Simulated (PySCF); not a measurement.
**Yb(CH3)2: from a template to the relaxed complex**

What shape and bonds does Yb(CH3)2 have? It is relaxed from a template within its point group. The species was built from a template and needn't be a known compound.

The runs use PySCF 2.14.0; PBE0, Yb def2-SVP with ECP28, C def2-SVP, H def2-SVP; scalar-relativistic core potentials, no spin–orbit coupling.

1 further run of the same task is left out (for a known fault of the program). Runs told in other sessions of the task aren't counted.

### Step 1. Starting geometry

9 atoms, charge 0, spin multiplicity 1.

Bond lengths: Yb1–C2 2.544 Å, Yb1–C6 2.544 Å, C2–H3 1.090 Å, C2–H4 1.090 Å, C2–H5 1.090 Å, C6–H7 1.090 Å, C6–H8 1.090 Å, C6–H9 1.090 Å. Angles: C2–Yb1–C6 131.8°, Yb1–C2–H3 109.5°, Yb1–C2–H4 109.5°, Yb1–C2–H5 109.5°, H3–C2–H4 109.5°, H3–C2–H5 109.5°, H4–C2–H5 109.5°, Yb1–C6–H7 109.5°, Yb1–C6–H8 109.5°, Yb1–C6–H9 109.5°, H7–C6–H8 109.5°, H7–C6–H9 109.5°, H8–C6–H9 109.5°.

Coordinates:

```
Yb    0.0000    0.0000    0.0000
C     2.3217    0.0000    1.0390
H     3.0731    0.0000    0.2494
H     2.4434    0.8900    1.6565
H     2.4434   -0.8900    1.6565
C    -2.3217    0.0000    1.0390
H    -3.0731    0.0000    0.2494
H    -2.4434   -0.8900    1.6565
H    -2.4434    0.8900    1.6565
```

Formal oxidation states: Yb +2.

### Step 2. SCF at the start, singlet

The input, run.py (the lines that set the calculation):

```python
mol = gto.M(atom='''
Yb     0.00000     0.00000     0.00000
C      2.32170     0.00000     1.03900
H      3.07310     0.00000     0.24940
H      2.44340     0.89000     1.65650
H      2.44340    -0.89000     1.65650
C     -2.32170     0.00000     1.03900
H     -3.07310     0.00000     0.24940
H     -2.44340    -0.89000     1.65650
H     -2.44340     0.89000     1.65650''',
    basis={'Yb': 'def2-SVP', 'C': 'def2-SVP', 'H': 'def2-SVP'},
    ecp={'Yb': 'def2-SVP'},
    charge=0, spin=0)
mf = dft.RKS(mol, xc='PBE0')
mf.grids.atom_grid = (50, 194)  # f atoms: unpruned, at least (60, 302)
mf = mf.density_fit()  # fitting sets: Yb def2-universal-JKFIT, C def2-universal-JKFIT, H def2-universal-JKFIT
mf.conv_tol = 1e-08; mf.max_cycle = 55
mf.kernel(dm0)  # dm0: free metal ions and neutral atoms
```

Launch:

```console
$ OMP_NUM_THREADS=4 python run.py
```

Log:

```text
init E= -1243.08095250076
  HOMO = -0.124664172755301  LUMO = -0.114311721614736  gap/eV = 0.28170
cycle= 1 E= -1237.48679185485  delta_E= 5.59  |g|= 1.82  |ddm|= 4.11
  HOMO = 0.0143284015589096  LUMO = 0.0336053896616434  gap/eV = 0.52455
cycle= 2 E= -1121.46612888256  delta_E=  116  |g|= 24.9  |ddm|= 22.5
  HOMO = -0.183346864841816  LUMO = -0.100272103029852  gap/eV = 2.26058
cycle= 3 E= -1237.50224480164  delta_E= -116  |g|= 2.43  |ddm|= 22.2
  HOMO = -0.203254374365301  LUMO = -0.0650342977326801  gap/eV = 3.76116
cycle= 4 E= -1238.71073826374  delta_E= -1.21  |g|= 0.809  |ddm|= 1.74
  HOMO = -0.184287218220621  LUMO = -0.0949395247432712  gap/eV = 2.43127
cycle= 5 E= -1238.75390294966  delta_E= -0.0432  |g|=  0.5  |ddm|= 1.03
  HOMO = -0.173227114599158  LUMO = -0.061763990976047  gap/eV = 3.03307
cycle= 6 E= -1238.77056001006  delta_E= -0.0167  |g|= 0.262  |ddm|= 0.281
  HOMO = -0.189375447848796  LUMO = -0.0644863815737367  gap/eV = 3.39840
cycle= 7 E= -1238.77612783294  delta_E= -0.00557  |g|= 0.149  |ddm|= 0.23
  HOMO = -0.177141984702626  LUMO = -0.0595921325458981  gap/eV = 3.19869
cycle= 8 E= -1238.7779264449  delta_E= -0.0018  |g|= 0.046  |ddm|= 0.0928
  HOMO = -0.174819833171625  LUMO = -0.0598630543211627  gap/eV = 3.12813
cycle= 9 E= -1238.77815281172  delta_E= -0.000226  |g|= 0.00983  |ddm|= 0.0243
  HOMO = -0.173858784371912  LUMO = -0.0598375881661077  gap/eV = 3.10267
cycle= 10 E= -1238.77817916191  delta_E= -2.64e-05  |g|= 0.00387  |ddm|= 0.0115
  HOMO = -0.173749064127577  LUMO = -0.0599087607307887  gap/eV = 3.09775
cycle= 11 E= -1238.77818155825  delta_E= -2.4e-06  |g|= 0.000323  |ddm|= 0.00359
  HOMO = -0.173755689894609  LUMO = -0.0599255112058792  gap/eV = 3.09748
cycle= 12 E= -1238.77818165986  delta_E= -1.02e-07  |g|= 0.000139  |ddm|= 0.00118
  HOMO = -0.173765925289246  LUMO = -0.0599297310830593  gap/eV = 3.09764
cycle= 13 E= -1238.7781816876  delta_E= -2.77e-08  |g|= 0.000122  |ddm|= 0.000726
  HOMO = -0.17377198093212  LUMO = -0.0599311195542853  gap/eV = 3.09777
cycle= 14 E= -1238.77818169274  delta_E= -5.14e-09  |g|= 2.68e-05  |ddm|= 0.000359
  HOMO = -0.173775922161763  LUMO = -0.0599324960342784  gap/eV = 3.09784
Extra cycle  E= -1238.77818169266  delta_E= 7.98e-11  |g|= 7.08e-05  |ddm|= 4.52e-05
converged SCF energy = -1238.77818169266
```

Wall time 7.1 s (4 threads of Arm Neoverse V1, shared host); peak memory 0.74 GiB.

Result: E = -1238.778182 Eh, HOMO -4.73 eV, LUMO -1.63 eV, Mulliken charge on Yb1 +0.87 e. 

### Step 3. Relaxation, singlet

Steps are kept in the start's point group, C2v.

The input, run.py (the lines that set the calculation):

```python
mol = gto.M(atom='''
Yb     0.00000     0.00000    -0.15745
C      2.32170     0.00000     0.88155
H      3.07310     0.00000     0.09195
H      2.44340     0.89000     1.49905
H      2.44340    -0.89000     1.49905
C     -2.32170     0.00000     0.88155
H     -3.07310     0.00000     0.09195
H     -2.44340    -0.89000     1.49905
H     -2.44340     0.89000     1.49905''',
    basis={'Yb': 'def2-SVP', 'C': 'def2-SVP', 'H': 'def2-SVP'},
    ecp={'Yb': 'def2-SVP'},
    charge=0, spin=0)
mf = dft.RKS(mol, xc='PBE0')
mf.grids.atom_grid = (50, 194)  # f atoms: unpruned, at least (60, 302)
mf = mf.density_fit()  # fitting sets: Yb def2-universal-JKFIT, C def2-universal-JKFIT, H def2-universal-JKFIT
mf.conv_tol = 1e-08; mf.max_cycle = 55
mf.kernel(dm0)  # dm0: an SCF of this state at this start
# quasi-Newton relaxation in Cartesian coordinates to a largest gradient under 0.00045 Eh/bohr, steps kept in the point group
```

Launch:

```console
$ OMP_NUM_THREADS=4 python run.py
```

No log is kept here; the results follow.

It took 70 s on 4 threads of Arm Neoverse V1, shared host.

Relaxation path:

```
step  energy from step 1 (eV)  largest force component (eV/Å)
   1                   0.0000                          1.3863
   2                  -0.0826                          0.6689
   3                  -0.1204                          0.1702
   4                  -0.1266                          0.0999
   5                  -0.1408                          0.0895
   6                  -0.1484                          0.0974
   7                  -0.1549                          0.0570
   8                  -0.1567                          0.0835
   9                  -0.1587                          0.0933
  10                  -0.1607                          0.0707
  11                  -0.1617                          0.0566
  12                  -0.1625                          0.0319
  13                  -0.1627                          0.0117
  14                  -0.1628                          0.0053
```

Distances of close pairs at the start and the end, largest changes first:

```
  bond  before (Å)  after (Å)  change (Å)
Yb1–C2       2.544      2.421      -0.123
Yb1–C6       2.544      2.421      -0.123
 C2–H4       1.090      1.108      +0.018
 C2–H5       1.090      1.108      +0.018
 C6–H8       1.090      1.108      +0.018
 C6–H9       1.090      1.108      +0.018
 C2–H3       1.090      1.108      +0.018
 C6–H7       1.090      1.108      +0.018
```

It ends in C2v at E = -1238.784163 Eh.

```xyz
9
charge 0, multiplicity 1
Yb    0.0000    0.0000   -0.4676
C     2.0412    0.0000    0.8341
H     3.0014    0.0000    0.2822
H     2.0741    0.8814    1.5052
H     2.0741   -0.8814    1.5052
C    -2.0412    0.0000    0.8341
H    -3.0014    0.0000    0.2822
H    -2.0741   -0.8814    1.5052
H    -2.0741    0.8814    1.5052
```

### Step 4. The relaxed geometry turned into its symmetry frame

The input, run.py (the lines that set the calculation):

```python
mol = gto.M(atom='''
Yb     0.00000     0.00000    -0.19954
C      2.04121     0.00000     1.10211
H      3.00143     0.00000     0.55024
H      2.07409     0.88141     1.77328
H      2.07409    -0.88141     1.77328
C     -2.04121     0.00000     1.10211
H     -3.00143     0.00000     0.55024
H     -2.07409    -0.88141     1.77328
H     -2.07409     0.88141     1.77328''',
    basis={'Yb': 'def2-SVP', 'C': 'def2-SVP', 'H': 'def2-SVP'},
    ecp={'Yb': 'def2-SVP'},
    charge=0, spin=0)
mf = dft.RKS(mol, xc='PBE0')
mf.grids.atom_grid = (50, 194)  # f atoms: unpruned, at least (60, 302)
mf = mf.density_fit()  # fitting sets: Yb def2-universal-JKFIT, C def2-universal-JKFIT, H def2-universal-JKFIT
mf.conv_tol = 1e-08; mf.max_cycle = 55
mf.kernel(dm0)  # dm0: free metal ions and neutral atoms
```

Launch:

```console
$ OMP_NUM_THREADS=4 python run.py
```

Log:

```text
init E= -1243.06463875474
  HOMO = -0.127882144895264  LUMO = -0.122058451814379  gap/eV = 0.15847
cycle= 1 E= -1237.81295758301  delta_E= 5.25  |g|= 1.75  |ddm|= 3.88
  HOMO = 0.0267442259248661  LUMO = 0.0330668099549083  gap/eV = 0.17205
cycle= 2 E= -1125.4769850946  delta_E=  112  |g|= 24.8  |ddm|= 19.3
  HOMO = -0.203571176922214  LUMO = -0.0768714679048905  gap/eV = 3.44767
cycle= 3 E= -1237.8075928669  delta_E= -112  |g|= 2.26  |ddm|= 19.1
  HOMO = -0.215520412827014  LUMO = -0.0564648910195409  gap/eV = 4.32812
cycle= 4 E= -1238.7385989145  delta_E= -0.931  |g|= 0.873  |ddm|= 1.65
  HOMO = -0.214893351885777  LUMO = -0.089758135091067  gap/eV = 3.40510
cycle= 5 E= -1238.74936672826  delta_E= -0.0108  |g|= 0.667  |ddm|= 0.627
  HOMO = -0.179058565741788  LUMO = -0.0587510626068379  gap/eV = 3.27373
cycle= 6 E= -1238.7780444042  delta_E= -0.0287  |g|= 0.285  |ddm|= 0.343
  HOMO = -0.188169314489178  LUMO = -0.0561664288331691  gap/eV = 3.59198
cycle= 7 E= -1238.78258645282  delta_E= -0.00454  |g|= 0.141  |ddm|= 0.18
  HOMO = -0.182565274332121  LUMO = -0.0579440656716876  gap/eV = 3.39112
cycle= 8 E= -1238.78389868276  delta_E= -0.00131  |g|= 0.0431  |ddm|= 0.0703
  HOMO = -0.178873084500762  LUMO = -0.0564666194464429  gap/eV = 3.33085
cycle= 9 E= -1238.78414645943  delta_E= -0.000248  |g|= 0.00633  |ddm|= 0.033
  HOMO = -0.178361117175754  LUMO = -0.0566558864584223  gap/eV = 3.31177
cycle= 10 E= -1238.78415773179  delta_E= -1.13e-05  |g|= 0.00688  |ddm|= 0.0125
  HOMO = -0.178908174837502  LUMO = -0.056775067271932  gap/eV = 3.32341
cycle= 11 E= -1238.78416226513  delta_E= -4.53e-06  |g|= 0.00119  |ddm|= 0.00634
  HOMO = -0.179160431616922  LUMO = -0.0568407954492969  gap/eV = 3.32849
cycle= 12 E= -1238.78416294792  delta_E= -6.83e-07  |g|= 0.000422  |ddm|= 0.00428
  HOMO = -0.179214788165866  LUMO = -0.0568501995616479  gap/eV = 3.32971
cycle= 13 E= -1238.78416299596  delta_E= -4.8e-08  |g|= 8.02e-05  |ddm|= 0.00119
  HOMO = -0.179223090862784  LUMO = -0.0568506548300185  gap/eV = 3.32992
cycle= 14 E= -1238.78416299763  delta_E= -1.67e-09  |g|= 1.56e-05  |ddm|= 0.000207
  HOMO = -0.179221902502333  LUMO = -0.0568503458027116  gap/eV = 3.32990
Extra cycle  E= -1238.78416299767  delta_E= -4.23e-11  |g|= 2.9e-05  |ddm|= 2.93e-05
converged SCF energy = -1238.78416299767
```

Wall time 3.1 s (4 threads of Arm Neoverse V1, shared host).

Read off: E = -1238.784163 Eh, HOMO -4.88 eV, LUMO -1.55 eV, Mulliken charge on Yb1 +0.90 e. 

### Step 5. Frequencies and infrared intensities

Edit run.py (the lines that set the calculation) of step 4 so:

```diff
@@ -16,3 +16,4 @@
 mf = mf.density_fit()  # fitting sets: Yb def2-universal-JKFIT, C def2-universal-JKFIT, H def2-universal-JKFIT
-mf.conv_tol = 1e-08; mf.max_cycle = 55
-mf.kernel(dm0)  # dm0: free metal ions and neutral atoms
+mf.conv_tol = 1e-10; mf.max_cycle = 55
+mf.kernel(dm0)  # dm0: the density of the relaxed state
+# Hessian and dipole derivatives by central differences of gradients, 0.02 bohr
```

Launch:

```console
$ OMP_NUM_THREADS=4 python run.py
```

No log is kept here; the results follow.

Wall time 94 s (4 threads of Arm Neoverse V1, shared host).

Point group C2v; negative numbers are unstable modes, and those under 60 cm⁻¹ are near the numerical noise:

```
cm⁻¹  km/mol  symmetry
  49     0.0        a2
  49     2.5        b2
  81     3.3        a1
 341     0.1        b1
 365     0.0        a2
 374     3.9        a1
 392    98.3        b1
 397   123.6        b2
 436    61.0        a1
1091     3.2        b1
1096     4.7        a1
1413     0.0        a2
1416     0.0        b1
1418     0.1        b2
1419     0.1        a1
2987    64.6        b1
2990    30.3        a1
3078     0.0        a2
3079    55.9        b2
3085    29.6        b1
3085    35.6        a1
```

### Step 6. Charges, bond orders and levels

The input, run.py (the lines that set the calculation):

```python
mol = gto.M(atom='''
Yb     0.00000     0.00000    -0.46760
C      2.04121     0.00000     0.83406
H      3.00143     0.00000     0.28218
H      2.07409     0.88141     1.50523
H      2.07409    -0.88141     1.50523
C     -2.04121     0.00000     0.83406
H     -3.00143     0.00000     0.28218
H     -2.07409    -0.88141     1.50523
H     -2.07409     0.88141     1.50523''',
    basis={'Yb': 'def2-SVP', 'C': 'def2-SVP', 'H': 'def2-SVP'},
    ecp={'Yb': 'def2-SVP'},
    charge=0, spin=0)
mf = dft.RKS(mol, xc='PBE0')
mf.grids.atom_grid = (75, 302)  # f atoms: unpruned, at least (60, 302)
mf = mf.density_fit()  # fitting sets: Yb def2-universal-JKFIT, C def2-universal-JKFIT, H def2-universal-JKFIT
mf.conv_tol = 1e-09; mf.max_cycle = 55
mf.kernel(dm0)  # dm0: the density of the relaxed state
```

Launch:

```console
$ OMP_NUM_THREADS=4 python run.py
```

Log:

```text
init E= -1238.78418257894
  HOMO = -0.179212807093627  LUMO = -0.0568502975958189  gap/eV = 3.32965
cycle= 1 E= -1238.78418259316  delta_E= -1.42e-08  |g|= 0.000384  |ddm|= 0.000419
  HOMO = -0.179254384759431  LUMO = -0.0568509082828932  gap/eV = 3.33077
cycle= 2 E= -1238.78418254631  delta_E= 4.69e-08  |g|= 0.00109  |ddm|= 0.000496
  HOMO = -0.179215094754163  LUMO = -0.0568484590171074  gap/eV = 3.32977
cycle= 3 E= -1238.78418260139  delta_E= -5.51e-08  |g|= 6.58e-05  |ddm|= 0.000335
  HOMO = -0.179221420010903  LUMO = -0.0568494847759702  gap/eV = 3.32991
cycle= 4 E= -1238.78418260226  delta_E= -8.76e-10  |g|= 2.04e-05  |ddm|= 8.07e-05
  HOMO = -0.179219549363573  LUMO = -0.0568495125620636  gap/eV = 3.32986
Extra cycle  E= -1238.78418260217  delta_E= 9.37e-11  |g|= 3e-05  |ddm|= 5.16e-05
converged SCF energy = -1238.78418260217
```

Run time: 22 s. Hardware: 4 threads of Arm Neoverse V1, shared host.

Read off: E = -1238.784183 Eh, HOMO -4.88 eV, LUMO -1.55 eV, Mulliken charge on Yb1 +0.90 e, largest force component 0.005 eV/Å. 

Löwdin charges:

```
atom  value (e)
 Yb1       0.70
  C2      -0.41
  H3       0.02
  H4       0.02
  H5       0.02
  C6      -0.41
  H7       0.02
  H8       0.02
  H9       0.02
```

Mulliken charges: Yb1 +0.90, C2 -0.54, H3 +0.02, H4 +0.03, H5 +0.03, C6 -0.54, H7 +0.02, H8 +0.03, H9 +0.03 e.

Contacts (the nearest donor of each ligand) and Mayer bond orders:

```
     contact  distance (Å)  bond order
Yb1–C2 (CH3)         2.421        0.80
Yb1–C6 (CH3)         2.421        0.80
```

Mulliken populations of Yb1 outside the core potential: s 4.54, p 12.20, d 10.39, f 13.97.

Orbitals, density, ELF and potential are computed afterwards from the orbital file.

Frontier orbitals at PBE0, with the share of their density that lies nearest to each atom:

```
orbital  energy (eV)                           lies on
 HOMO-1        -4.92                          Yb1 95 %
   HOMO        -4.88  Yb1 57 %; C2, C6 about 15 % each
   LUMO        -1.55   Yb1 73 %; H3, H7 about 6 % each
```

ELF in a plane through or near 5 of the atoms.

Ten even steps from ' ' (0.00) to '@' (1.00):
```
                                                        
                                                        
                                                        
                                                        
                                                        
                                                        
              ..::..                ..::..              
            ..--++==::..        ..::==++--..            
        ..::--++**++++==::    ::==++++**++--::..        
      ::==####**====**##--    --####--::**####==::      
      ==##@@@@%%----%%%%::....::%%%%--..%%@@@@##==      
    ..##@@@@@@@@####%%++::==++::++%%####@@@@@@@@##      
      **@@@@@@@@####==::==++++==..==####@@@@@@@@**      
      ::##@@%%**====..::++==**==....====**%%@@**::      
        ..--::..::..  ::++++==++..  ..::..::--..        
                      ..------::                        
                          ....                          
                                                        
                                                        
                                                        
```
The map spans 11.2 Å across and 7.9 Å up, centred on the molecule. Atoms in the plane (x, y in Å): Yb1 (0.0, -1.3), C2 (2.0, 0.0), H3 (3.0, -0.6), C6 (-2.0, 0.0), H7 (-3.0, -0.6).

On the surface of density 0.002 e/bohr³ the electrostatic potential runs, from the 1st to the 99th percentile, from -1.33 to 4.85 V.

### Step 7. Results

```
                                              quantity                           value
                                 state and point group                    singlet, C2v
                                                 modes  49 to 3085 cm⁻¹, none unstable
strongest infrared band (modes within 1.5 cm⁻¹ summed)           397 cm⁻¹ (124 km/mol)
                                     zero-point energy                        1.776 eV
                               ideal gas, 298 K, 1 bar  S = 360.1, Cp = 99.8 J/(mol K)
                                 metal–ligand contacts                          2.42 Å
                                       frontier levels    HOMO -4.88 eV, LUMO -1.55 eV
                                                dipole                          5.35 D
                                   mean polarisability                         10.2 Å³
```

What this shows: All modes are real within the noise of the softest ones, so the structure is a minimum. The metal carries +0.70 e by Löwdin's partition against a formal +2, and bond orders to the nearest donors reach 0.80. Both measures hang on the basis. One start shape was tried, so another isomer may lie lower. The bases are small and lack diffuse functions. Spin–orbit coupling is left out.
